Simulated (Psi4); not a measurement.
# singlet [GaNH3]+ at 4 levels

We compute a comparison of 4 runs (BLYP/def2-TZVP, PBE/def2-TZVP, SVWN5/def2-TZVP, TPSS/def2-TZVP) of singlet [GaNH3]+. 

The calculation is run with Psi4 1.11.

2 further runs of the same task are left out: 1 that didn't finish, 1 set aside as unsound or not needed.

## Step 1: Starting point

The species is [GaNH3]+ (5 atoms), meant as a singlet with charge +1. SMILES of the parent species: `[NH2][GaH]`. Geometry: relaxed at PBE0-D4/def2-TZVP. This is one conformer, not always the lowest. That shape belongs to the parent species and isn't relaxed for this state.

Bond lengths: N1–Ga2 1.825 Å, N1–H3 1.008 Å, N1–H4 1.006 Å, Ga2–H5 1.594 Å. Angles: N1–Ga2–H5 116.9°, Ga2–N1–H3 123.8°, Ga2–N1–H4 124.3°, H3–N1–H4 111.9°.

## Step 2: A single-point energy at BLYP/def2-TZVP (run 1)

Contents of job.py:

```python
import psi4

psi4.set_memory(2200000000)
psi4.set_num_threads(1)
psi4.set_output_file('gah3n.out', False)

geom = psi4.geometry("""
1 1
N     -0.211900    -0.684000     0.064700
Ga     0.815500     0.782900     0.417000
H     -0.946800    -0.701300    -0.625100
H     -0.115200    -1.569300     0.532000
H      0.508200     2.097900    -0.430100
symmetry c1
no_reorient
no_com
""")

psi4.set_options({
    'basis': 'def2-TZVP',
    'reference': 'rks',
    'puream': True,
    'e_convergence': 1e-09,
    'd_convergence': 1e-08,
    'scf_type': 'pk',
    'dft_radial_points': 99,
    'dft_spherical_points': 590,
})

energy_value, wavefunction = psi4.energy('blyp', return_wfn=True)
psi4.oeprop(wavefunction, 'DIPOLE', 'QUADRUPOLE', 'MULLIKEN_CHARGES', title='BLYP')
print(f'total energy {energy_value:.8f} hartree = {energy_value * 27.211386:.5f} eV')
```

Run with:

```console
$ python job.py
```

gah3n.out:

```text
[...]
  Running in c1 symmetry.
[...]
  Nuclear repulsion =   95.419926874908640
[...]
  Multiplicity = 1
[...]
  Nalpha       = 20
  Nbeta        = 20
[...]
    Number of basis functions: 97
[...]
   @RKS iter   1: -1979.07493439289146   -8.83765e-01   3.43417e-02 ADIIS/DIIS
[...]
   @RKS iter  14: -1981.16923520764908    4.54747e-13   1.72270e-09 DIIS
[...]
    Orbital Energies [Eh]
    ---------------------
    Doubly Occupied:
       1A   -371.344596     2A    -45.638483     3A    -40.492651
       4A    -40.492381     5A    -40.488511     6A    -14.222484
       7A     -5.547436     8A     -3.880487     9A     -3.878677
      10A     -3.869038    11A     -1.028384    12A     -1.018330
      13A     -1.017480    14A     -1.012618    15A     -1.008869
      16A     -0.957778    17A     -0.654709    18A     -0.649500
      19A     -0.544221    20A     -0.445574
[...]
  @RKS Final Energy: -1981.16923520764908
   => Energetics <=
    Nuclear Repulsion Energy =             95.4199268749086400
    One-Electron Energy =               -2938.3929380732165555
    Two-Electron Energy =                 944.6306821482603482
    DFT Exchange-Correlation Energy =     -82.8269061576013144
    Empirical Dispersion Energy =           0.0000000000000000
    VV10 Nonlocal Energy =                  0.0000000000000000
    Total Energy =                      -1981.1692352076490806
[...]
 Multipole Moments:
 ------------------------------------------------------------------------------------
     Multipole            Electronic (a.u.)      Nuclear  (a.u.)        Total (a.u.)
 ------------------------------------------------------------------------------------
 L = 1.  Multiply by 2.5417464519 to convert [e a0] to [Debye]
 Dipole X            :        -42.5760817           43.9236602            1.3475785
 Dipole Y            :        -35.5860466           36.4890997            0.9030531
 Dipole Z            :        -23.4464701           24.2956419            0.8491717
 Magnitude           :                                                    1.8310012
 L = 2.  Multiply by 1.3450342976 to convert [e a0^2] to [Debye ang]
 Quadrupole XX       :        -89.2252377           78.9152745          -10.3099632
 Quadrupole XY       :        -78.0173900           81.1260496            3.1086596
[...]
  Mulliken Charges: (a.u.)
   Center  Symbol    Alpha    Beta     Spin     Total
       1     N     3.72489  3.72489  0.00000 -0.44978
       2    GA    15.12513 15.12513  0.00000  0.74974
       3     H     0.35426  0.35426  0.00000  0.29148
       4     H     0.36335  0.36335  0.00000  0.27330
       5     H     0.43237  0.43237  0.00000  0.13525
   Total alpha = 20.00000, Total beta = 20.00000, Total charge =  1.00000
```

The script printed:

```text
total energy -1981.16923521 hartree = -53910.36079 eV
```

Run time: 7.5 s. Hardware: 1 thread of AMD EPYC 9R45 (Zen 5), shared host; peak memory 1.1 GiB.

## Step 3: Energy and forces at PBE/def2-TZVP (run 2)

Contents of gah3n.in:

```
memory 2200 MB

molecule {
  1 1
  N
  Ga 1 1.825229
  H 1 1.008068 2 123.79517
  H 1 1.005722 3 111.8966 2 -179.99973
  H 2 1.594126 1 116.86458 4 -179.93664
  units angstrom
  symmetry c1
}

set globals {
  basis                def2-TZVP
  reference            rks
  puream               true
  e_convergence        1e-09
  d_convergence        1e-08
  scf_type             pk
  dft_radial_points    99
  dft_spherical_points 590
}

result, w = gradient("pbe", return_wfn=True)
oeprop(w, "QUADRUPOLE", "MAYER_INDICES", "LOWDIN_CHARGES", title="PBE")
```

Run with:

```console
$ psi4 gah3n.in gah3n.out -n 1
```

gah3n.out:

```text
[...]
  Running in c1 symmetry.
[...]
  Nuclear repulsion =   95.419932275568016
[...]
  Multiplicity = 1
[...]
  Nalpha       = 20
  Nbeta        = 20
[...]
    Number of basis functions: 97
[...]
   @RKS iter   1: -1978.69772510759913   -9.10436e-01   3.41844e-02 DIIS/ADIIS
[...]
   @RKS iter  14: -1980.75243330313447    1.59162e-12   2.39181e-09 DIIS
[...]
    Orbital Energies [Eh]
    ---------------------
    Doubly Occupied:
       1A   -371.226894     2A    -45.621635     3A    -40.465446
       4A    -40.465179     5A    -40.461213     6A    -14.201390
       7A     -5.557170     8A     -3.886663     9A     -3.885001
      10A     -3.874660    11A     -1.031675    12A     -1.020775
      13A     -1.019956    14A     -1.014720    15A     -1.011037
      16A     -0.962731    17A     -0.657472    18A     -0.652531
      19A     -0.547049    20A     -0.449064
[...]
  @RKS Final Energy: -1980.75243330313447
   => Energetics <=
    Nuclear Repulsion Energy =             95.4199322755680157
    One-Electron Energy =               -2938.5576312609427987
    Two-Electron Energy =                 944.7968303209555643
    DFT Exchange-Correlation Energy =     -82.4115646387151486
    Empirical Dispersion Energy =           0.0000000000000000
    VV10 Nonlocal Energy =                  0.0000000000000000
    Total Energy =                      -1980.7524333031344668
[...]
  -Total Gradient:
     Atom            X                  Y                   Z
    ------   -----------------  -----------------  -----------------
       1        0.000025285523     0.031709602930    -0.028567651978
       2        0.000014141709    -0.041633124293     0.039104671624
       3       -0.000025661922    -0.015221989053    -0.001295880954
       4       -0.000006724603     0.008724655012     0.007265824113
       5       -0.000007025753     0.016422369360    -0.016507608953
[...]
 Multipole Moments:
 ------------------------------------------------------------------------------------
     Multipole            Electronic (a.u.)      Nuclear  (a.u.)        Total (a.u.)
 ------------------------------------------------------------------------------------
 L = 1.  Multiply by 2.5417464519 to convert [e a0] to [Debye]
 Dipole X            :          0.0014999           -0.0015462           -0.0000463
 Dipole Y            :         -1.6908563            1.4022863           -0.2885700
 Dipole Z            :          5.1897794           -5.0867285            0.1030509
 Magnitude           :                                                    0.3064182
 L = 2.  Multiply by 1.3450342976 to convert [e a0^2] to [Debye ang]
 Quadrupole XX       :        -15.3493425            0.0000088          -15.3493338
 Quadrupole XY       :          0.0076741           -0.0078942           -0.0002202
[...]
```

Wall time 12 s (1 thread of AMD EPYC 9R45 (Zen 5), shared host); peak memory 1.1 GiB.

## Step 4: Energy and gradient at SVWN5/def2-TZVP (run 3)

Contents of input.inp:

```
memory 2200 MB

molecule {
  1 1
  N     -0.211900    -0.684000     0.064700
  Ga     0.815500     0.782900     0.417000
  H     -0.946800    -0.701300    -0.625100
  H     -0.115200    -1.569300     0.532000
  H      0.508200     2.097900    -0.430100
  units angstrom
  symmetry c1
}

set basis def2-TZVP
set reference rks
set puream true
set e_convergence 1e-09
set d_convergence 1e-08
set scf_type pk
set dft_radial_points 99
set dft_spherical_points 590

energy_value, wavefunction = gradient("scf", dft_functional={"name": "SVWN5", "x_functionals": {"LDA_X": {}}, "c_functionals": {"LDA_C_VWN": {}}}, return_wfn=True)
oeprop(wavefunction, "MAYER_INDICES", "DIPOLE", "MULLIKEN_CHARGES", title="SCF")
print_variables()
```

Run with:

```console
$ psi4 -n 1 input.inp input.out
```

input.out:

```text
[...]
  Running in c1 symmetry.
[...]
  Nuclear repulsion =   95.419926874908640
[...]
  Multiplicity = 1
[...]
  Nalpha       = 20
  Nbeta        = 20
[...]
    Number of basis functions: 97
[...]
   @RKS iter   1: -1975.55688125435972   -8.79758e-01   3.42280e-02 DIIS/ADIIS
[...]
   @RKS iter  14: -1977.62475895313719    1.59162e-12   1.92207e-09 DIIS
[...]
    Orbital Energies [Eh]
    ---------------------
    Doubly Occupied:
       1A   -370.522572     2A    -45.551345     3A    -40.451562
       4A    -40.451094     5A    -40.447408     6A    -14.080766
       7A     -5.532454     8A     -3.879432     9A     -3.877437
      10A     -3.867651    11A     -1.039528    12A     -1.030722
      13A     -1.029767    14A     -1.025272    15A     -1.021116
      16A     -0.962820    17A     -0.665688    18A     -0.655870
      19A     -0.551500    20A     -0.456360
[...]
  @RKS Final Energy: -1977.62475895313719
   => Energetics <=
    Nuclear Repulsion Energy =             95.4199268749086400
    One-Electron Energy =               -2938.2992585998731556
    Two-Electron Energy =                 944.4744545852122428
    DFT Exchange-Correlation Energy =     -79.2198818133848164
    Empirical Dispersion Energy =           0.0000000000000000
    VV10 Nonlocal Energy =                  0.0000000000000000
    Total Energy =                      -1977.6247589531371887
[...]
  -Total Gradient:
     Atom            X                  Y                   Z
    ------   -----------------  -----------------  -----------------
       1       -0.040758232189    -0.019302072654    -0.030507670835
       2        0.050517488249     0.019132969162     0.039781223976
       3        0.008963914378    -0.009362347212     0.012510471539
       4       -0.000992776609     0.012670763092    -0.006309131632
       5       -0.017730602383    -0.003138908314    -0.015475276081
[...]
 Multipole Moments:
 ------------------------------------------------------------------------------------
     Multipole            Electronic (a.u.)      Nuclear  (a.u.)        Total (a.u.)
 ------------------------------------------------------------------------------------
 L = 1.  Multiply by 2.5417464519 to convert [e a0] to [Debye]
 Dipole X            :          3.7190244           -3.5661113            0.1529131
 Dipole Y            :          3.3114416           -3.3622894           -0.0508479
 Dipole Z            :          2.1210224           -1.9542468            0.1667757
 Magnitude           :                                                    0.2319096
[...]
  Mulliken Charges: (a.u.)
   Center  Symbol    Alpha    Beta     Spin     Total
       1     N     3.74709  3.74709  0.00000 -0.49419
       2    GA    15.16482 15.16482  0.00000  0.67036
       3     H     0.33659  0.33659  0.00000  0.32681
       4     H     0.34582  0.34582  0.00000  0.30837
       5     H     0.40568  0.40568  0.00000  0.18865
   Total alpha = 20.00000, Total beta = 20.00000, Total charge =  1.00000
  Mayer Bond Indices:
[...]
```

Run time: 9.9 s. Hardware: 1 thread of AMD EPYC 9R45 (Zen 5), shared host; peak memory 0.58 GiB.

## Step 5: Energy and gradient at TPSS/def2-TZVP (run 4)

Contents of gah3n.xyz:

```xyz
5
GaH3N
N     -0.211900    -0.684000     0.064700
Ga     0.815500     0.782900     0.417000
H     -0.946800    -0.701300    -0.625100
H     -0.115200    -1.569300     0.532000
H      0.508200     2.097900    -0.430100
```

Contents of run.py:

```python
import psi4

psi4.set_memory('2200 MB')
psi4.set_num_threads(1)
psi4.core.set_output_file('run.log', False)

with open('gah3n.xyz') as f:
    atoms = ''.join(f.readlines()[2:])
molecule = psi4.geometry('1 1\n' + atoms + 'symmetry c1\nno_reorient\nno_com')

options = {'basis': 'def2-TZVP', 'puream': True, 'e_convergence': 1e-09, 'd_convergence': 1e-08, 'scf_type': 'pk', 'dft_radial_points': 99, 'dft_spherical_points': 590}
psi4.set_options(options)

e_tot = psi4.gradient('tpss', molecule=molecule)
print('gradient / Eh bohr^-1')
print(e_tot.np.round(6))
```

Run with:

```console
$ python run.py
```

run.log:

```text
[...]
  Running in c1 symmetry.
[...]
  Nuclear repulsion =   95.419926874908640
[...]
  Multiplicity = 1
[...]
  Nalpha       = 20
  Nbeta        = 20
[...]
    Number of basis functions: 97
[...]
   @RKS iter   1: -1979.10648052391844   -9.74009e-01   3.38785e-02 ADIIS/DIIS
[...]
   @RKS iter  14: -1981.11337710780276   -2.95586e-12   3.40896e-09 DIIS
[...]
    Orbital Energies [Eh]
    ---------------------
    Doubly Occupied:
       1A   -371.862033     2A    -45.745795     3A    -40.514925
       4A    -40.514866     5A    -40.510379     6A    -14.317161
       7A     -5.613687     8A     -3.916802     9A     -3.915380
      10A     -3.904548    11A     -1.037530    12A     -1.022360
      13A     -1.021705    14A     -1.015846    15A     -1.012556
      16A     -0.974617    17A     -0.660047    18A     -0.656572
      19A     -0.550724    20A     -0.449660
[...]
  @RKS Final Energy: -1981.11337710780276
   => Energetics <=
    Nuclear Repulsion Energy =             95.4199268749086400
    One-Electron Energy =               -2938.4804883893343685
    Two-Electron Energy =                 944.7328454658795636
    DFT Exchange-Correlation Energy =     -82.7856610592564124
    Empirical Dispersion Energy =           0.0000000000000000
    VV10 Nonlocal Energy =                  0.0000000000000000
    Total Energy =                      -1981.1133771078027621
[...]
 Multipole Moments:
 ------------------------------------------------------------------------------------
     Multipole            Electronic (a.u.)      Nuclear  (a.u.)        Total (a.u.)
 ------------------------------------------------------------------------------------
 L = 1.  Multiply by 2.5417464519 to convert [e a0] to [Debye]
 Dipole X            :        -42.5131791           43.9236602            1.4104811
 Dipole Y            :        -35.5926523           36.4890997            0.8964474
 Dipole Z            :        -23.3841429           24.2956419            0.9114990
 Magnitude           :                                                    1.9036558
[...]
  -Total Gradient:
     Atom            X                  Y                   Z
    ------   -----------------  -----------------  -----------------
       1       -0.032063716427    -0.005843021665    -0.027973941655
       2        0.045283944568     0.008690380552     0.039242843484
       3        0.005053309455    -0.008975785614     0.008637922293
       4        0.000192916744     0.008231131496    -0.003297796649
       5       -0.018458706530    -0.002101611596    -0.016602147074
[...]
```

On the terminal:

```text
gradient / Eh bohr^-1
[[-0.032064 -0.005843 -0.027974]
 [ 0.045284  0.00869   0.039243]
 [ 0.005053 -0.008976  0.008638]
 [ 0.000193  0.008231 -0.003298]
 [-0.018459 -0.002102 -0.016602]]
```

Wall time 25 s (1 thread of AMD EPYC 9R45 (Zen 5), shared host); peak memory 1.2 GiB.

## Step 6: All runs side by side

```
run            level      task   energy (Eh)  HOMO energy (eV)  LUMO energy (eV)  HOMO–LUMO gap (eV)  wall time
  1   BLYP/def2-TZVP    energy  -1981.169235            -12.12            -11.18                0.95      7.5 s
  2    PBE/def2-TZVP  gradient  -1980.752433            -12.22            -11.13                1.09       12 s
  3  SVWN5/def2-TZVP  gradient  -1977.624759            -12.42            -11.32                1.10      9.9 s
  4   TPSS/def2-TZVP  gradient  -1981.113377            -12.24            -10.97                1.26       25 s
```

## Step 7: Outcome

```
                       quantity           value
            run 4: total energy  -1981.11338 Eh
             run 4: HOMO energy       -12.24 eV
             run 4: LUMO energy       -10.97 eV
           run 4: HOMO–LUMO gap         1.26 eV
run 4: largest force on an atom      3.114 eV/Å
```

**Reading.** The HOMO–LUMO gap runs from 0.95 eV (BLYP/def2-TZVP) to 1.26 eV (TPSS/def2-TZVP). Totals of different functionals can't be ranked against each other. All runs together took 55 s, the longest 25 s.
